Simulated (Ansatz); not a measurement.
# GaH3: small, medium and large basis sets

The task here is to estimate one member of a computed series from the others.

The runs use Ansatz 0.2.0, Gaussian basis; one geometry, several basis sets.

Plan: PBE0-D4/def2-SVP; ωB97M-V/def2-SVP; PBE0-D4/def2-QZVPP; ωB97M-V/def2-QZVPP; the functionals' def2-TZVPP values are taken from earlier runs.

## The geometry

All runs share one geometry, relaxed beforehand with PBE0-D4 in a triple-zeta def2 set.

4 atoms, charge 0, spin multiplicity 1.

Atoms are counted from 1 here; the program's logs count them from 0.

Bond lengths: Ga1–H2 1.568 Å, Ga1–H3 1.568 Å, Ga1–H4 1.568 Å. Angles: H2–Ga1–H3 120.0°, H2–Ga1–H4 120.0°, H3–Ga1–H4 120.0°.

Geometry (Å):

```xyz
4
charge 0, multiplicity 1
Ga    0.0134   -0.0149   -0.0046
H     1.2524    0.3438    0.8877
H    -0.5521   -1.4778   -0.0097
H    -0.6584    1.0887   -0.8937
```

The first run:

in.yaml reads:

```yaml
crystal:
  periodic: [false, false, false]
  atoms:
    - {symbol: Ga, position_ang: [0.013420, -0.014896, -0.004562]}
    - {symbol: H, position_ang: [1.252397, 0.343754, 0.887688]}
    - {symbol: H, position_ang: [-0.552064, -1.477782, -0.009733]}
    - {symbol: H, position_ang: [-0.658355, 1.088723, -0.893695]}
basis:
  gaussian: {orbitals: def2-SVP}
hamiltonian: {xc: pbe0, dispersion: d4}
output: {orbitals: {seedname: orbitals}}
```

Steps of the session up to this table: PBE0-D4 in def2-SVP; ωB97M-V in def2-SVP; PBE0-D4 in def2-QZVPP; ωB97M-V in def2-QZVPP.

One of the session's tables, all rows but one given; the rest of the session is left out.

It belongs to the step «Density functionals: the series». 

```
functional       basis  HOMO (eV)  LUMO (eV)
   PBE0-D4    def2-SVP      -8.57      -1.81
   PBE0-D4  def2-TZVPP      -8.60      -1.83
   PBE0-D4  def2-QZVPP      -8.59      -1.85
   ωB97M-V    def2-SVP          ?          ?
   ωB97M-V  def2-TZVPP     -10.83      -0.12
   ωB97M-V  def2-QZVPP     -10.83      -0.27
```

Q: Estimate the row for ωB97M-V, def2-SVP from the others.

As computed: HOMO (eV): -10.75; LUMO (eV): -0.07. In the column «HOMO (eV)» it lies between ωB97M-V, def2-QZVPP (-10.83) and PBE0-D4, def2-TZVPP (-8.60).
